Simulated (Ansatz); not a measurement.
## the Sb-Pd system: a small convex hull

Program: Ansatz's Python interface.

Contents of `sbpd_sbpd_p6_3_mmc.extxyz`:
```text
4
Lattice="4.0753 0.0 0.0 -2.03765 3.52931333 0.0 0.0 0.0 5.591" Properties=species:S:1:pos:R:3 pbc="T T T"
Sb   -0.00000000    2.35287555    1.39775000
Sb    2.03765000    1.17643778    4.19325000
Pd    0.00000000    0.00000000    0.00000000
Pd    0.00000000    0.00000000    2.79550000
```

Contents of `sbpd_sbpd3_pm_3m.cif`:
```cif
data_SbPd3
_cell_length_a 4.026512
_cell_length_b 4.026512
_cell_length_c 4.026512
_cell_angle_alpha 90.00000
_cell_angle_beta 90.00000
_cell_angle_gamma 90.00000
_symmetry_space_group_name_H-M 'P 1'
_symmetry_Int_Tables_number 1
loop_
_symmetry_equiv_pos_as_xyz
'x, y, z'
loop_
_atom_site_label
_atom_site_type_symbol
_atom_site_fract_x
_atom_site_fract_y
_atom_site_fract_z
Sb1 Sb    0.000000    0.000000    0.000000
Pd2 Pd    0.000000    0.500000    0.500000
Pd3 Pd    0.500000    0.000000    0.500000
Pd4 Pd    0.500000    0.500000    0.000000
```

Contents of `sbpd_sb.vasp`:
```text
Sb
1.0
   2.15420000    1.24372795    3.75800000
  -2.15420000    1.24372795    3.75800000
   0.00000000   -2.48745590    3.75800000
Sb
2
Direct
   0.23349000    0.23349000    0.23349000
   0.76651000    0.76651000    0.76651000
```

The script reads `sbpd_pd_cell.cif`:
```cif
data_Pd
_cell_length_a 2.752767
_cell_length_b 2.752767
_cell_length_c 2.752767
_cell_angle_alpha 60.00000
_cell_angle_beta 60.00000
_cell_angle_gamma 60.00000
_symmetry_space_group_name_H-M 'P 1'
_symmetry_Int_Tables_number 1
loop_
_symmetry_equiv_pos_as_xyz
'x, y, z'
loop_
_atom_site_label
_atom_site_type_symbol
_atom_site_fract_x
_atom_site_fract_y
_atom_site_fract_z
Pd1 Pd    0.000000    0.000000    0.000000
```

`sbpd.py`
```python
# -*- coding: utf-8 -*-
"""Convex hull of a few Sb-Pd phases, after relaxing atoms and volume at fixed cell shape."""

from collections import Counter
import warnings

import ansatz as az
from ase.io import read
from pymatgen.analysis.phase_diagram import PDEntry, PhaseDiagram
from pymatgen.core import Composition


def ground_state(name, crystal):
    calc = (
        crystal.calculation()
        .scf(max_iterations=100, self_checks="low")
        .basis(20 * az.Ha)
        .functional("PBEsol")
        .accuracy("low")  # preset for grids and thresholds
        .kpoints(spacing=0.26)  # the mesh must be finer for metals
        .occupations("fermi_dirac", width=0.1)  # fractional filling near the Fermi level
    )
    calc = calc.relax(force_tolerance=0.03, fix_cell=["shape"])
    return calc.run(threads=1, backend="cpu")


def counts(outcome):
    return Counter(site.symbol for site in outcome.lattice.sites)

warnings.simplefilter("ignore", az.DeckWarning)

phases = {}
sbpd_p6_3_mmc = az.Crystal.from_extxyz("sbpd_sbpd_p6_3_mmc.extxyz")
phases["SbPd P6_3/mmc"] = sbpd_p6_3_mmc
atoms = read("sbpd_sbpd3_pm_3m.cif")
sbpd3_pm_3m = az.Crystal.from_ase(atoms)
phases["SbPd3 Pm-3m"] = sbpd3_pm_3m
atoms = read("sbpd_sb.vasp", format="vasp")
sb = az.Crystal.from_ase(atoms)
phases["Sb"] = sb
atoms = read("sbpd_pd_cell.cif")
pd_cell = az.Crystal.from_ase(atoms)
phases["Pd"] = pd_cell

done = {name: ground_state(name, crystal) for name, crystal in phases.items()}

entries = [PDEntry(Composition(dict(counts(o))), o.report["energy_sigma0_ev"], name=name) for name, o in done.items()]
diagram = PhaseDiagram(entries)
rows = [(e.name, e.composition.get_atomic_fraction("Pd"), diagram.get_form_energy_per_atom(e), diagram.get_e_above_hull(e)) for e in entries]
rows.sort(key=lambda row: row[1])
print("     phase       x(Pd)  E_form (eV/atom)  above hull (eV/atom)")
for row in rows:
    print(f"{str(row[0]):>10}  {row[1]:10.3f}  {row[2]:16.4f}  {row[3]:20.4f}")
print("on the hull of these phases:", ", ".join(row[0] for row in rows if row[3] < 1e-6))
```

`python sbpd.py` gives:
```text
     phase       x(Pd)  E_form (eV/atom)  above hull (eV/atom)
        Sb       0.000            0.0000                0.0000
SbPd P6_3/mmc       0.500           -0.4570                0.0000
SbPd3 Pm-3m       0.750           -0.3912                0.0000
        Pd       1.000            0.0000                0.0000
on the hull of these phases: Sb, SbPd P6_3/mmc, SbPd3 Pm-3m, Pd
```

Caveats:
- These settings explore the input space; cutoff and mesh may be short of convergence.
- For the metals among these phases the mesh is modest: differences between phases can be off by up to 40 meV an atom.
- Atoms and volume are relaxed with the cell's shape held, which in cells of lower than cubic symmetry can hide stresses and shift volumes.
- The cells come from databases of deposited and of computed structures, and not all need be stable phases.
- Differences under about 40 meV an atom lie within the error of mesh and functional, so such verdicts may flip; only the cells listed enter the hull.
- Run time: 30 s on 1 thread of Intel(R) Xeon(R) 6975P-C (Granite Rapids) (shared host), peak memory 0.61 GiB.
